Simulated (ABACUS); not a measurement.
HPbNO4: single point with LDA

HPbNO4:

```xyz
14
Lattice="4.1204 0.0000 0.0000 -0.0026 6.4274 0.0000 -0.0036 -3.1558 7.7230" Properties=species:S:1:pos:R:3 pbc="T T T"
Pb    1.6221    5.4015    2.2609
Pb    3.6847   -2.1295    5.4628
O     3.7406   -0.6196    3.5241
O     2.2125    0.1221    6.2172
O     2.1985    2.1998    6.9042
O     3.4456    1.6315    5.1997
O     1.6776    3.8915    4.1994
O     0.1533    3.1489    1.5044
O     0.1403    1.0708    0.8189
O     1.3870    1.6408    2.5231
N     2.6083    1.3086    6.1220
N     0.5497    1.9628    1.6006
H     3.7209    0.2709    3.9502
H     1.6584    3.0011    3.7733
```

The cell was built by a generator and needn't be a form met in nature.

| Property | Result |
| --- | --- |
| Program | ABACUS 3.10.1 |
| Task | single point |
| Functional | LDA |
| Potentials or basis | SG15 ONCV 1.2 PBE |
| Cutoff | 1361 eV |
| Density cutoff | 5442 eV |
| Basis | DZP LCAO (the cutoffs set its grid) |
| k mesh | 7 × 5 × 4 |
| Occupations | fermi-dirac, width 0.05 eV |
| Spin | no spin polarisation |
| Radial cutoff of the potentials (pseudo_rcut) | 7 bohr |
| SCF threshold on the density | 1e-07 |
| Max SCF steps | 100 |
| Eigensolver | genelpa |
| Mixing | broyden |
| Mixing share | 0.7 |
| Symmetry key | 1 |
| Bands | 53 |

```json
{
  "Pressure": "0.1 GPa",
  "Largest force": "1.675 eV/Å",
  "Band gap on the k mesh": "3.20 eV, indirect (least direct gap 3.28 eV)",
  "Mulliken charges": "Pb +1.01; O -0.32, -0.28, -0.27; N +0.30; H -0.15 e"
}
```

Forces on the atoms (eV/Å):
```
Pb  -0.039  0.058 -0.019
Pb  -0.039 -0.058  0.019
O   -0.024 -1.452 -0.659
O   -0.442 -1.471  0.056
O   -0.466  1.161  0.922
O    0.833  0.295 -1.000
O   -0.025  1.453  0.660
O   -0.442  1.469 -0.057
O   -0.464 -1.161 -0.921
O    0.835 -0.295  1.002
N    0.173  0.048 -0.224
N    0.170 -0.046  0.221
H   -0.036  1.494  0.755
H   -0.035 -1.495 -0.755
```

Stress tensor (GPa, compression positive):
```
-1.34  0.00  0.00
 0.00  2.07  1.46
 0.00  1.46 -0.44
```

Levels at points of the mesh, in eV from the valence-band top:
```tsv
k point	band 41	band 42	band 43	band 44	band 45	band 46	band 47	band 48
(0.00, 0.00, 0.00)	-1.33	-0.26	-0.18	-0.16	3.25	3.53	4.25	4.56
(0.00, 0.00, 0.50)	-1.29	-0.44	-0.26	-0.02	3.48	3.48	4.24	4.33
```

Wall time 19 s on 8 MPI ranks on Intel(R) Xeon(R) 6975P-C (Granite Rapids) (shared host), peak memory 1.7 GiB a rank.

Caveat: the atomic orbitals were generated for these runs and aren't a published set; Mulliken charges move with the basis; the potentials were made for another functional, which shifts forces and pressure; spin-orbit coupling is left out, which as a rule narrows the gap of such compounds by several tenths of an eV; an odd mesh through Γ misses points on the zone boundary, where band edges often lie; the basis of atomic orbitals isn't converged, which shifts pressures, moduli and gaps.
